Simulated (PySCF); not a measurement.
# SnH: basis, grid and Hamiltonian

Which parts of the numerical set-up matter for SnH? Each run edits the base script.

Program: PySCF 2.14.0. Level of theory: method and basis as typed in the scripts. These are calculated values, not measurements.

3 further runs of the same task are left out: 1 for a known fault of the program, 2 that didn't finish.

## (1) Starting geometry

SnH: 2 atoms, charge 0, spin multiplicity 2.

Bond lengths: Sn1–H2 1.754 Å.

## (2) The run that the others are compared with

input.py reads:

```python
from pyscf import gto, dft

mol = gto.M(
    atom='Sn 0 0 0; H 0 0 1.754',
    basis='x2c-svpall',
    charge=0,
    spin=1,
    verbose=4,
)
mf = dft.UKS(mol, xc='b3lyp5')
mf = mf.sfx2c1e()
mf.kernel()
mf.stability(internal=True, external=True)
mf.dip_moment()
print('orbital energies (hartree):', [e[max(0, n-3):n+3].round(4) for e, n in zip(mf.mo_energy, mol.nelec)])
```

Command:

```bash
$ python input.py
```

Its log is not repeated here.

In short: E(SCF) = -6176.387671 Eh, 9 cycles, ⟨S²⟩ = 0.752, μ = 0.38 D, internal stable; real -> complex unstable; UHF/UKS -> GHF/GKS unstable.

The bond length is a typed value, not an optimised one.

## (3) Sbkjc (core potential on, X2C off)

Run 1 changes basis set: x2c-svpall → sbkjc; core potential: off → on; spin-free X2C: on → off. The core potential changes with it: totals don't compare.

input.py reads:

```python
from pyscf import gto, dft

mol = gto.M(
    atom='Sn 0 0 0; H 0 0 1.754',
    basis='sbkjc',
    ecp={'Sn': 'sbkjc'},
    charge=0,
    spin=1,
    verbose=4,
)
mf = dft.UKS(mol, xc='b3lyp5')
mf.kernel()
mf.stability(internal=True, external=True)
mf.dip_moment()
print('orbital energies (hartree):', [e[max(0, n-3):n+3].round(4) for e, n in zip(mf.mo_energy, mol.nelec)])
```

Command:

```bash
$ python input.py
```

## (4) Spin-free X2C off

Run 2 changes spin-free X2C: on → off.

input.py, as its differences from that of step 2:

```diff
@@ -10,3 +10,2 @@
 mf = dft.UKS(mol, xc='b3lyp5')
-mf = mf.sfx2c1e()
 mf.kernel()
```

## (5) Integration grid 2

Run 3 changes integration grid: default → 2.

input.py, as its differences from that of step 2:

```diff
@@ -11,2 +11,3 @@
 mf = mf.sfx2c1e()
+mf.grids.level = 2
 mf.kernel()
```

## (6) Lanl2dz (core potential on, X2C off)

Run 4 changes basis set: x2c-svpall → lanl2dz; core potential: off → on; spin-free X2C: on → off. The core potential changes with it: totals don't compare.

input.py, as its differences from that of step 2:

```diff
@@ -4,3 +4,4 @@
     atom='Sn 0 0 0; H 0 0 1.754',
-    basis='x2c-svpall',
+    basis='lanl2dz',
+    ecp={'Sn': 'lanl2dz'},
     charge=0,
@@ -10,3 +11,2 @@
 mf = dft.UKS(mol, xc='b3lyp5')
-mf = mf.sfx2c1e()
 mf.kernel()
```

Before running it: what results should come out? Wanted: for each run, E(SCF); from base; gap, α spin; SCF dipole; after the SCF.

The runs gave:

| run | E(SCF) (hartree) | from base (eV) | cycles | gap, α spin (eV) | SCF dipole (D) | functions | after the SCF |
| --- | --- | --- | --- | --- | --- | --- | --- |
| base | -6176.387671 | 0 | 9 | 1.37 | 0.38 | 41 | unstable: real -> complex, UHF/UKS -> GHF/GKS |
| sbkjc (core potential on, X2C off) | -3.934452 | not comparable | 8 | 1.45 | 0.37 | 10 | unstable: internal, UHF/UKS -> GHF/GKS |
| spin-free X2C off (poor choice) | -5891.990434 | not comparable | 8 | 1.38 | 0.84 | 41 | unstable: real -> complex, UHF/UKS -> GHF/GKS |
| integration grid 2 | -6176.387456 | +0.0059 | 9 | 1.37 | 0.38 | 41 | unstable: real -> complex, UHF/UKS -> GHF/GKS |
| lanl2dz (core potential on, X2C off) | -3.902443 | not comparable | 8 | 1.46 | 0.18 | 10 | unstable: UHF/UKS -> GHF/GKS |

**Reading.** Rows marked «poor choice» come from settings spoiled on purpose.
